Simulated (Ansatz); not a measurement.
# C2H5NOSSi: the cost of one run

All numbers below are computed with Ansatz 0.2.0 (RKS B3LYP/6-31G*).

1 further run of the same task is left out (it didn't finish).

## Step 1: The system as given

Bond lengths: O1–Si2 1.646 Å, Si2–N3 1.674 Å, N3–C4 1.408 Å, N3–C5 1.342 Å, C4–C5 1.402 Å, C5–S6 1.717 Å, O1–H7 1.019 Å, Si2–H8 1.442 Å, Si2–H9 1.476 Å, C4–H10 1.078 Å, S6–H11 1.320 Å. Angles (14 of 17 angles, heavy atoms first): O1–Si2–N3 108.6°, Si2–N3–C4 131.4°, Si2–N3–C5 135.8°, C4–N3–C5 61.2°, N3–C4–C5 57.1°, N3–C5–C4 61.7°, N3–C5–S6 137.7°, C4–C5–S6 125.1°, O1–Si2–H8 111.2°, O1–Si2–H9 105.8°, N3–Si2–H8 107.9°, N3–Si2–H9 111.0°, Si2–O1–H7 111.0°, N3–C4–H10 130.2°.

As a file:

```xyz
11

O    -0.2046   -1.3158    1.4894
Si    0.2348   -1.5641   -0.0770
N     0.5328   -0.0791   -0.7893
C     1.2782    1.0318   -0.3494
C    -0.0525    1.1283   -0.7786
S    -1.3114    1.9206    0.0783
H    -0.8304   -0.5152    1.5701
H    -0.8207   -2.2077   -0.8192
H     1.4629   -2.3804   -0.0248
H     1.5936    1.3086    0.6440
H    -1.8175    2.6159   -0.9230
```

## Step 2: Relaxing end A

input.yaml reads:

```yaml
crystal:
  periodic: [false, false, false]
  atoms:
    - { symbol: O, position_ang: [-0.2046, -1.3158, 1.4894] }
    - { symbol: Si, position_ang: [0.2348, -1.5641, -0.077] }
    - { symbol: "N", position_ang: [0.5328, -0.0791, -0.7893] }
    - { symbol: C, position_ang: [1.2782, 1.0318, -0.3494] }
    - { symbol: C, position_ang: [-0.0525, 1.1283, -0.7786] }
    - { symbol: S, position_ang: [-1.3114, 1.9206, 0.0783] }
    - { symbol: H, position_ang: [-0.8304, -0.5152, 1.5701] }
    - { symbol: H, position_ang: [-0.8207, -2.2077, -0.8192] }
    - { symbol: H, position_ang: [1.4629, -2.3804, -0.0248] }
    - { symbol: H, position_ang: [1.5936, 1.3086, 0.644] }
    - { symbol: H, position_ang: [-1.8175, 2.6159, -0.923] }
basis:
  gaussian: { orbitals: "6-31G*" }
hamiltonian:
  xc: b3lyp
relax:
  f_tol: 0.02
  max_steps: 50
output:
  orbitals: {}
```

Started as:

```sh
ansatz run input.yaml --threads 2 --pin off --max-ram 3072MiB --backend cpu --events-out ev --progress --plain --runs-dir out
```

What time and memory should one allow on 2 threads of AMD EPYC 9R14 (Zen 4), shared host?

About 52 s, with a peak of 0.29 GiB.
